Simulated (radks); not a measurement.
**La¹⁵⁺ in [Kr] 4d6: an all-electron calculation**

One table from this session's results is given with a row withheld; the runs are named, their logs left out.

Method: Dirac Kohn-Sham, exchange-only LDA, spin-unpolarised, spherical densities, point nucleus; open shells fill j = l - 1/2 first. Code: radks (a radial shooting solver on a logarithmic mesh, Libxc functionals) version 1.

## The system

| Quantity | Value |
| --- | --- |
| element | lanthanum (Z = 57) |
| charge | +15 |
| electrons | 42 |
| configuration | [Kr] 4d6 |

The first run:

The run's settings:

```text
Z 57
configuration [Kr] 4d6 5s0 5p0
relativity Dirac
functional lda,
spin unpolarised
j_filling energy
nucleus point
c 137.035999084
```

Among the steps run: Self-consistent calculation.

One table of the session follows, with a row left open; its other results are not shown here.

It belongs to the step «Shells». From the orbitals of this run (lengths in bohr):

```
level      <r>  outermost maximum (interpolated)  90 % within  nodes
1s1/2        ?                                 ?            ?      ?
2s1/2   0.1070                            0.0912        0.166      1
2p1/2  0.08992                            0.0695        0.148      0
2p3/2  0.09601                            0.0747        0.156      0
3s1/2   0.2845                             0.260        0.418      2
3p1/2   0.2740                             0.247        0.412      1
3p3/2   0.2860                             0.258        0.428      1
3d3/2   0.2565                             0.207        0.402      0
3d5/2   0.2602                             0.211        0.407      0
4s1/2   0.6328                             0.599        0.904      3
4p1/2   0.6457                             0.606        0.932      2
4p3/2   0.6683                             0.628        0.963      2
4d3/2   0.6962                             0.639         1.03      1
4d5/2   0.7031                             0.646         1.04      1
5s1/2    1.217                              1.20         1.70      4
5p1/2    1.267                              1.25         1.77      3
5p3/2    1.299                              1.29         1.82      3
```

Q: Estimate the row for 1s1/2 from the others.

As computed: <r>: 0.02509; outermost maximum (interpolated): 0.0161; 90 % within: 0.0452; nodes: 0. In the column «<r>» it is the lowest.

Limits of these values: Spin polarisation and multiplet splitting are left out.
